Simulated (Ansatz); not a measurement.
The system is Ba2Tl5V3O12.

```
Ba V Tl O
1.0
     6.48991   -6.67692   -0.04765
     6.48991    6.67692   -0.04765
    -1.96739    0.00000    5.75220
Ba V Tl O
2 3 5 12
Cartesian
  6.4899 0.2782 -0.0476
  6.4899 -3.9079 -0.0476
  9.8970 1.9304 1.4039
  1.1155 1.9304 4.2530
  5.5062 -0.9938 2.8285
  7.5378 2.3899 3.6011
  3.4747 2.3899 2.0558
  5.5062 6.4755 2.8285
  2.4016 -1.2210 1.2385
  8.6109 -1.2210 4.4184
  0.8627 1.7317 2.5341
  6.4815 0.0639 3.8372
  7.0413 -3.2392 4.8045
  8.1926 1.8299 1.1215
  6.5476 -1.8120 1.7511
  0.1757 0.7388 5.0824
  4.4649 -1.8120 3.9058
  10.8367 0.7388 0.5745
  3.9711 -3.2392 0.8524
  2.8198 1.8299 4.5354
  10.1497 1.7317 3.1228
  4.5309 0.0639 1.8197
```

The cell was built by a generator and needn't be a form met in nature.

* Program: Ansatz 0.2.0
* Task: relaxation of cell and atoms
* Functional: PBEsol
* Potentials or basis: Ansatz PAW
* Cutoff: 420 eV (not typed: the program's choice for these potentials)
* k mesh: 2 × 2 × 4
* Occupations: fermi-dirac, width 0.05 eV
* Spin: collinear spin, ferromagnetic start
* Starting moments: [0.0, 0.0, 2.0, 2.0, 2.0, 0.0, 0.0, 0.0, 0.0, 0.0, 0.0, 0.0, 0.0, 0.0, 0.0, 0.0, 0.0, 0.0, 0.0, 0.0, 0.0, 0.0] μB

At the start: volume 22.60 Å³/atom.

Task: Where does the relaxation end?

Result: It ends after 11 steps and the volume is 20.71 Å³/atom (-8.4 %); space group C2 (No. 5, to 0.05 Å); moment 0.00 μB per cell.

The path:
```tsv
step	energy change (eV)	largest force (eV/Å)	volume (Å³)
1	0.0000	0.3203	497.26
2	-0.2598	0.1886	471.67
3	-0.2860	0.1457	464.39
4	-0.2966	0.0530	462.14
5	-0.3010	0.0248	460.75
6	-0.3007	0.0173	461.10
7	-0.3007	0.0066	461.13
8	-0.2507	0.0065	461.13
9	-0.2674	0.0218	454.95
10	-0.2664	0.0080	455.58
11	-0.2552	0.0081	455.58
```

Final structure:
```cif
data_structure
_symmetry_space_group_name_H-M 'P 1'
_symmetry_Int_Tables_number 1
_cell_length_a 8.9811
_cell_length_b 8.9811
_cell_length_c 5.9947
_cell_angle_alpha 103.688
_cell_angle_beta 103.688
_cell_angle_gamma 90.132
_cell_volume 455.58
loop_
_atom_site_label
_atom_site_type_symbol
_atom_site_fract_x
_atom_site_fract_y
_atom_site_fract_z
_atom_site_occupancy
Ba1 Ba 0.47830 0.52170 0.00000 1
Ba2 Ba 0.79831 0.20169 0.00000 1
V1 V 0.65893 0.94711 0.26445 1
V2 V 0.05289 0.34107 0.73555 1
V3 V 0.57550 0.42450 0.50000 1
Tl1 Tl 0.49344 0.86488 0.64429 1
Tl2 Tl 0.13512 0.50656 0.35571 1
Tl3 Tl 0.02580 0.97420 0.50000 1
Tl4 Tl 0.30549 0.12582 0.23174 1
Tl5 Tl 0.87418 0.69451 0.76826 1
O1 O 0.00750 0.25422 0.43462 1
O2 O 0.59494 0.61071 0.67991 1
O3 O 0.90277 0.42600 0.83173 1
O4 O 0.51853 0.80477 0.21507 1
O5 O 0.69385 0.41842 0.31555 1
O6 O 0.09914 0.20057 0.88724 1
O7 O 0.58158 0.30615 0.68445 1
O8 O 0.79943 0.90086 0.11276 1
O9 O 0.57400 0.09723 0.16827 1
O10 O 0.19523 0.48147 0.78493 1
O11 O 0.74578 0.99250 0.56538 1
O12 O 0.38929 0.40506 0.32009 1
```

Caveat: the plane-wave basis is chosen anew once the cell has moved, so the energies of steps on either side of that aren't comparable; the pressure holds a Pulay correction of +0.3 GPa for the finite cutoff; the PAW data sets come from PBE, with cores solved anew for the run's functional, which leaves a small shift of forces and pressure; the starting moments weren't kept.
